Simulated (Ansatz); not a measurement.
# B2ClH7N2: vertical spin-state energies

Aim: vertical spin-state energies, for B2ClH7N2, run from a script.

All numbers are computed with the Python package of Ansatz 0.2.0. Level of theory: r2SCAN/def2-SVP.

## Step 1: The system

Bond lengths: Cl1–B2 1.866 Å, B2–N3 1.537 Å, N3–B4 1.537 Å, B2–N5 1.537 Å, B4–N5 1.537 Å, B2–H6 1.196 Å, N3–H7 1.045 Å, N3–H8 1.045 Å, B4–H9 1.196 Å, B4–H10 1.197 Å, N5–H11 1.045 Å, N5–H12 1.045 Å. Angles (14 of 24 angles, heavy atoms first): Cl1–B2–N3 111.8°, Cl1–B2–N5 111.8°, N3–B2–N5 96.6°, B2–N3–B4 83.4°, N3–B4–N5 96.6°, B2–N5–B4 83.4°, Cl1–B2–H6 112.0°, N3–B2–H6 111.9°, N5–B2–H6 111.9°, B2–N3–H7 113.0°, B2–N3–H8 114.1°, B4–N3–H7 112.8°, B4–N3–H8 112.8°, N3–B4–H9 111.7°.

The script holds or builds the structure itself.

## Step 2: The script

File b2clh7n2.py:

```python
import warnings

import ansatz as az

BASIS_SET = "def2-SVP"
XC = "r2SCAN"

GEOMETRY = """
Cl    2.24380    1.15810   -0.18860
B     0.72110    0.38640    0.56600
N    -0.57040    0.99720   -0.00200
B    -0.80880   -0.43080   -0.51760
N     0.48520   -1.04030    0.04420
H     0.74440    0.42560    1.76160
H    -1.24970    1.27900    0.74080
H    -0.41340    1.68540   -0.77310
H    -0.83290   -0.47030   -1.71320
H    -1.78070   -0.92300   -0.02260
H     1.15200   -1.33630   -0.70450
H     0.30950   -1.73090    0.80910
"""

warnings.simplefilter("ignore", az.DeckWarning)

molecule = az.Crystal.molecule()
for line in GEOMETRY.strip().splitlines():
    symbol, *xyz = line.split()
    molecule = molecule.atom(symbol, [float(v) for v in xyz])

base = (
    molecule.calculation()
    .basis(gaussian=BASIS_SET)
    .functional(XC)
)
found = {}
for unpaired in [0, 2, 4]:
    report = base.spin("collinear", total=unpaired).run(threads=1, pin="off").report
    s = unpaired / 2
    found[unpaired] = report["free_energy_ev"]
    print(f"2S+1 = {unpaired + 1}: E = {found[unpaired]:.5f} eV, <S^2> = {abs(report['mean_field']['state']['spin_squared']):.3f} (pure state {s * (s + 1):.2f})")
lowest = min(found, key=found.get)
for unpaired, e in found.items():
    print(f"multiplicity {unpaired + 1}: {96.485332 * (e - found[lowest]):.1f} kJ/mol above the lowest")
```

## Step 3: The calls as engine input

The package turns the script's settings into the engine's input (first run):

```yaml
crystal:
  periodic: [false, false, false]
  atoms:
    - { symbol: Cl, position_ang: [2.2438, 1.1581, -0.1886] }
    - { symbol: B, position_ang: [0.7211, 0.3864, 0.566] }
    - { symbol: "N", position_ang: [-0.5704, 0.9972, -0.002] }
    - { symbol: B, position_ang: [-0.8088, -0.4308, -0.5176] }
    - { symbol: "N", position_ang: [0.4852, -1.0403, 0.0442] }
    - { symbol: H, position_ang: [0.7444, 0.4256, 1.7616] }
    - { symbol: H, position_ang: [-1.2497, 1.279, 0.7408] }
    - { symbol: H, position_ang: [-0.4134, 1.6854, -0.7731] }
    - { symbol: H, position_ang: [-0.8329, -0.4703, -1.7132] }
    - { symbol: H, position_ang: [-1.7807, -0.923, -0.0226] }
    - { symbol: H, position_ang: [1.152, -1.3363, -0.7045] }
    - { symbol: H, position_ang: [0.3095, -1.7309, 0.8091] }
basis:
  gaussian:
    orbitals: def2-SVP
hamiltonian:
  xc: r2scan
magnetization:
  spin_polarized: true
  initial_magnetization: 0.0
```

## Step 4: Launch

Launch:

```console
$ python b2clh7n2.py
```

**Question.** Which spin state is lowest at this geometry, and how far above lie the others?

**Answer**, as computed:

| quantity | value |
| --- | --- |
| runs compared | 3 |
| lowest | run 1 (2S+1 = 1) |
| next above it by | 6.842 eV |

**Reading.** In order: multiplicity 1 (+0.00 eV), multiplicity 3 (+6.84 eV) and multiplicity 5 (+14.57 eV), all at the one geometry. The geometry is a force-field or estimated start, not a minimum of this method, and the basis set is short of its limit. All parts are taken at fixed geometry, without zero-point energy.
